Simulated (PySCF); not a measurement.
# C3H4FNOSi: the cost of one run

Programs: PySCF 2.14.0, with density-fitted response routines of our own. Each step states its level of theory. These are calculated values for one molecule in the gas phase, unless marked as measured. Atoms count from 0, in the outputs and in this text.

### 1 The starting structure

11 atoms, charge 0, multiplicity 1; geometry from: GFN2-xTB. The atoms were then displaced at random by about 0.01 Å, so the start is not that level's minimum.

Bonds of the start (Å): N0–C1 1.12, C1–Si2 1.87, Si2–O3 1.67, O3–C4 1.30, C4–C5 1.33, C5–F6 1.34, Si2–H7 1.42, Si2–H8 1.48, C4–H9 1.06, C5–H10 1.07.

### 2 Geometry optimisation at PBE0-D3(BJ)/def2-SVP

Job settings and geometry (Å):

```
{"job": {"xc": "PBE0", "basis": "def2-SVP", "d3": "d3bj", "grid": 1, "shake": 0.01, "kind": "geom"}, "charge": 0, "multiplicity": 1}
N     -1.531750     2.664080     0.188230
C     -1.518420     1.540800     0.171590
Si    -1.470110    -0.328200     0.119090
O     -0.174130    -0.813050    -0.819990
C      1.117410    -0.674110    -0.761280
C      1.800200    -0.112260     0.238290
F      1.197010     0.364750     1.338580
H     -2.530040    -0.822470    -0.691070
H     -1.358590    -0.781090     1.527030
H      1.641470    -1.053500    -1.605760
H      2.865070    -0.010770     0.279630
```

Launch:

```
$ OMP_NUM_THREADS=1 python probes_run.py task.json out
```

One launch serves the whole session: the jobs run in the order shown.

**Question.** How long does this first job take on 1 thread of Intel Xeon 6975P-C, shared host, and how much memory does it need?

About 32 s, with a peak of 0.52 GiB.
